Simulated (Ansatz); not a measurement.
What does this script print? It uses the Python package of Ansatz (0.2.0).

`albrh3n.py`
```python
"""Static correlation in AlBrH3N: natural occupations of an active space."""

import ansatz


def main() -> None:
    geometry_ang = [
        ("N", (-0.8276, 0.0767, -0.8039)),
        ("Al", (0.3215, -0.1511, 0.6445)),
        ("Br", (1.4756, -2.1943, 0.8303)),
        ("H", (-1.1636, 1.1086, -0.7369)),
        ("H", (-0.3018, 0.0733, -1.7061)),
        ("H", (0.538, 1.0228, 1.7259)),
    ]
    albrh3n = ansatz.Crystal.molecule()
    for symbol, xyz in geometry_ang:
        albrh3n = albrh3n.atom(symbol, xyz)

    calc = albrh3n.calculation()
    calc = calc.basis(gaussian="def2-SVP").correlation(active_electrons=4, active_orbitals=4)
    for method in [None]:
        data = (calc if method is None else calc.correlation(method)).run(threads=1).report
        space = data["configurations"]
        state = space["states"][0]
        print(method or "casscf", f"total {data['free_energy_ev'] / 27.211386246:.6f} Ha, active-space state {state['energy']['hartree']:.6f} Ha, mean field {data['reference_energy_ev'] / 27.211386246:.6f} Ha")
        print("  determinants", state["n_determinants"], " natural occupations", [round(n, 3) for n in space["natural_occupations"]])
    print("effectively unpaired electrons, sum of min(n, 2 - n):", round(sum(min(n, 2 - n) for n in space["natural_occupations"]), 3))


if __name__ == "__main__":
    main()
```

```console
$ python albrh3n.py
casscf total -2870.226501 Ha, active-space state -2870.226501 Ha, mean field -2870.181842 Ha
  determinants 36  natural occupations [1.977, 1.974, 0.026, 0.022]
effectively unpaired electrons, sum of min(n, 2 - n): 0.097
```

Reading the output:
- Total energies depend on the basis set; only differences at equal settings carry meaning.
- The geometry is a force-field or estimated start, not a minimum of this method, and the basis set is short of its limit. The active space starts as a window about the frontier orbitals and is then optimised, not chosen by chemistry.
- It ran for 7.5 s on 1 thread of Arm Neoverse V2, on a shared host, peak memory 0.23 GiB.
